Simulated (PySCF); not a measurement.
# AsBH6N2: the cost of one run

The runs use PySCF 2.14.0, with density-fitted response routines of our own; the level of theory stands in each step. All values are computed, except where a source is named. Atoms are numbered from 0 throughout.

## 1. The starting structure

10 atoms, charge 0, multiplicity 1; geometry from: GFN2-xTB. The atoms were then displaced at random by about 0.01 Å, so the start is not that level's minimum.

Bonds of the start (Å): N0–B1 1.37, B1–N2 1.41, B1–As3 2.08, N0–H4 1.04, N0–H5 1.01, N2–H6 0.98, N2–H7 1.01, As3–H8 1.53, As3–H9 1.49.

## 2. Relaxing the molecule at PBE0-D3(BJ)/def2-SVP

The job: settings as JSON, then the geometry in Å.

```
{"job": {"xc": "PBE0", "basis": "def2-SVP", "d3": "d3bj", "grid": 1, "shake": 0.01, "kind": "geom"}, "charge": 0, "multiplicity": 1}
N     -0.568720     1.118090     0.106320
B     -0.131980    -0.168870    -0.094950
N     -1.069270    -1.172440    -0.429500
As     1.889940    -0.632410     0.092240
H     -1.558170     1.408500     0.016790
H      0.015200     1.914080     0.331500
H     -2.028110    -1.013830    -0.523570
H     -0.771940    -2.122440    -0.581300
H      1.949760    -0.040980     1.501350
H      2.323720     0.689380    -0.439940
```

Launch:

```console
$ OMP_NUM_THREADS=1 python probes_run.py task.json out
```

The driver reads the jobs from task.json and runs them one after another.

Q: Estimate the wall time and peak memory of this first job on 1 thread of Arm Neoverse V1, shared host.

About 33 s, with a peak of 0.42 GiB.
